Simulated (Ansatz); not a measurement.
# Cd4Se3S: the cost of one run

Computed with Ansatz 0.2.0 (DFT PBE, scalar-relativistic, plane waves, PAW, unless a step's input says otherwise).

## (1) The starting structure

The structure is cubic, space group P-43m (No. 215). Conventional cell: a = 5.890 Å, b = 5.890 Å, c = 5.890 Å, α = 90.00°, β = 90.00°, γ = 90.00°. Cd (site symmetry 3m) has 3 Se at 2.55 Å and 1 S at 2.55 Å as nearest neighbours. Around Se (site symmetry -42m) lie 4 Cd at 2.55 Å. Around S (site symmetry -43m) lie 4 Cd at 2.55 Å.

Structure file:

```cif
data_structure
_symmetry_space_group_name_H-M 'P-43m'
_symmetry_Int_Tables_number 215
_cell_length_a 5.8903
_cell_length_b 5.8903
_cell_length_c 5.8903
_cell_angle_alpha 90.000
_cell_angle_beta 90.000
_cell_angle_gamma 90.000
_cell_volume 204.37
loop_
_atom_site_label
_atom_site_type_symbol
_atom_site_symmetry_multiplicity
_atom_site_Wyckoff_symbol
_atom_site_fract_x
_atom_site_fract_y
_atom_site_fract_z
_atom_site_occupancy
Cd1 Cd 4 e 0.25000 0.75000 0.25000 1
Se1 Se 3 d 0.50000 0.00000 0.00000 1
S1 S 1 b 0.50000 0.50000 0.50000 1
```

The start is an ordering of an alloy on its end members' structure types: elements ordered on the sites of the CdSe type, S/Se on Se (P-43m, No. 215).

## (2) Probe: one point on a coarse mesh

The input, input.yaml:

```yaml
crystal:
  lattice:
    - [5.89034734, 0.0, 0.0]
    - [0.0, 5.89034734, 0.0]
    - [0.0, 0.0, 5.89034734]
  atoms:
    - { symbol: Cd, position: [0.25, 0.75, 0.25] }
    - { symbol: Cd, position: [0.25, 0.25, 0.75] }
    - { symbol: Cd, position: [0.75, 0.75, 0.75] }
    - { symbol: Cd, position: [0.75, 0.25, 0.25] }
    - { symbol: Se, position: [0.5, 0.0, 0.0] }
    - { symbol: Se, position: [0.0, 0.0, 0.5] }
    - { symbol: Se, position: [0.0, 0.5, 0.0] }
    - { symbol: S, position: [0.5, 0.5, 0.5] }
basis:
  ecutwfc: 420
kpoints:
  mp_grid: { grid: [4, 4, 4] }
hamiltonian:
  xc: pbe
scf:
  occupations: { method: gaussian, width: 0.1 }
  lower_state_search: "off"
output:
  forces: true
  stress: true
  eigenvalues: true
```

Launch:

```
ansatz run input.yaml --threads 1 --pin off --max-ram 2560MiB --backend cpu --events-out ev --progress --plain --runs-dir out
```

What time and memory should one allow on 1 thread of AMD EPYC 7R43 (Zen 3), shared host?

About 13 s, with a peak of 0.52 GiB.
